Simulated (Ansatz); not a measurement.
# BiS2: the cost of one run

Program: Ansatz 0.2.0. Level of theory: DFT r2SCAN, scalar-relativistic, plane waves, PAW. These are calculated values, not measurements.

1 further run of the same task is left out (set aside as unsound or not needed). Runs told in other sessions of the task aren't counted.

## (1) The starting structure

Symmetry: C2/m, No. 12, monoclinic system. Conventional cell: a = 15.757 Å, b = 3.993 Å, c = 11.212 Å, α = 90.00°, β = 128.01°, γ = 90.00°. Bi (site symmetry m) is surrounded by 5 S at 2.65 to 2.92 Å. Bi (site symmetry m) is surrounded by 5 S at 2.65 to 2.84 Å. Around S (site symmetry m) lie 3 Bi at 2.65 to 2.76 Å. S (site symmetry m) is surrounded by 3 Bi at 2.65 to 2.82 Å. Around S (site symmetry m) lie 1 S at 2.06 Å and 2 Bi at 2.84 Å. S (site symmetry m) has 1 S at 2.08 Å and 2 Bi at 2.92 Å in its first shell of neighbours.

Structure file:

```xyz
12
Lattice="7.8785 -1.9966 0.0341 7.8785 1.9966 0.0341 -6.9421 0.0000 8.8047" Properties=species:S:1:pos:R:3 pbc="T T T"
Bi    6.8882    0.0000    5.4457
Bi    3.4007    0.0000    7.7400
Bi    5.4141    0.0000    1.1329
Bi    1.9267    0.0000    3.4272
S     7.9541    0.0000    3.0164
S    -2.5042    0.0000    7.4775
S     0.9896    0.0000    0.2873
S    11.3190    0.0000    1.3954
S    11.3496    0.0000    4.9267
S     7.8252    0.0000    8.5856
S     0.8608    0.0000    5.8565
S    -2.5347    0.0000    3.9462
```

It goes back to an entry of the Materials Project, which need not be the stable form.

It is the result of an earlier relaxation at this level (volume 23.16 Å³/atom; gap on the mesh: 0.97 eV).

## (2) Level of theory: r2SCAN

input.yaml

```yaml
crystal:
  lattice:
    - [7.878450245, -1.9965712457, 0.034098489]
    - [7.878450245, 1.9965712457, 0.034098489]
    - [-6.9420619399, 0.0, 8.8047083546]
  atoms:
    - { symbol: Bi, position: [0.7072331335, 0.7072331335, 0.6130218308] }
    - { symbol: Bi, position: [0.6010695017, 0.6010695017, 0.8744218848] }
    - { symbol: Bi, position: [0.3989304983, 0.3989304983, 0.1255781152] }
    - { symbol: Bi, position: [0.2927668665, 0.2927668665, 0.3869781692] }
    - { symbol: S, position: [0.6535058669, 0.6535058669, 0.337529168] }
    - { symbol: S, position: [0.2145003993, 0.2145003993, 0.8475970476] }
    - { symbol: S, position: [0.0769199359, 0.0769199359, 0.0320342846] }
    - { symbol: S, position: [0.7854996007, 0.7854996007, 0.1524029524] }
    - { symbol: S, position: [0.9635266446, 0.9635266446, 0.5520897753] }
    - { symbol: S, position: [0.9230800641, 0.9230800641, 0.9679657154] }
    - { symbol: S, position: [0.3464941331, 0.3464941331, 0.662470832] }
    - { symbol: S, position: [0.0364733554, 0.0364733554, 0.4479102247] }
basis:
  ecutwfc: 500
kpoints:
  mp_grid: { grid: [8, 8, 4] }
  band_path:
    path:
      - [[0.0, 0.0, 0.0], [-0.27585989, 0.27585989, 0.0]]
      - [[-0.72414011, -0.27585989, 0.0], [-0.5, -0.5, 0.0], [0.0, 0.0, 0.0], [-0.5, -0.5, 0.5], [-0.74651742, -0.25348258, 0.5]]
      - [[-0.25348258, 0.25348258, 0.5], [0.0, 0.0, 0.5], [0.0, 0.0, 0.0]]
      - [[-0.5, 0.0, 0.5], [0.0, 0.0, 0.0], [-0.5, 0.0, 0.0]]
    npoints: 10
hamiltonian:
  xc: r2scan
scf:
  occupations: { method: gaussian, width: 0.02 }
  n_extra_bands: 30
output:
  forces: true
  stress: true
  eigenvalues: true
  populations: true
  dos: { projected: true, de: 0.02, nscf_kmesh: { grid: [12, 12, 6] } }
  bader: false
  write_density: true
  write_potential: true
  elf: true
  volumetric_format: npy
```

The run is started by

```console
$ ansatz run input.yaml --threads 8 --pin off --max-ram 22528MiB --backend cpu --events-out ev --progress --plain --runs-dir out
```

**Question.** How long does this run take on 8 threads of Oxide Virtual Turin-like (Zen 5), shared host, and how much memory does it need?

About 72 s, with a peak of 4.7 GiB.
